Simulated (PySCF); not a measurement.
# Br6Ir ([IrBr6]2-): the cost of one run

Computed with PySCF 2.14.0 and routines of our own; the level stands in each step. Atoms count from 0.

## 1. The system as given

7 atoms, charge -2, states of the metal's open shell are computed; geometry from: model start, shaken.

## 2. Geometry optimisation at PBE0-D3(BJ)/def2-SVP

Job settings and geometry (Å):

```
{"job": {"xc": "PBE0", "basis": "def2-SVP", "d3": "d3bj", "grid": 1, "maxiter": 45, "solvent": "water", "kind": "geom"}, "charge": -2, "metal": "Ir", "open_shell": "d5"}
Ir     0.000020     0.004480    -0.004110
Br    -0.013360    -0.006820     2.470130
Br     0.000900     0.020100    -2.492380
Br     2.475690     0.007350     0.005350
Br    -2.483420    -0.013960    -0.000440
Br     0.010430     2.464840    -0.006860
Br    -0.028520    -2.504340    -0.027630
```

Started as:

```
$ OMP_NUM_THREADS=1 python lf_run.py task.json out
```

One launch serves the whole session: the jobs run in the order shown.

Q: Estimate the wall time and peak memory of this first job on 1 thread of Arm Neoverse V1, shared host.

About 46 min, with a peak of 2.2 GiB.
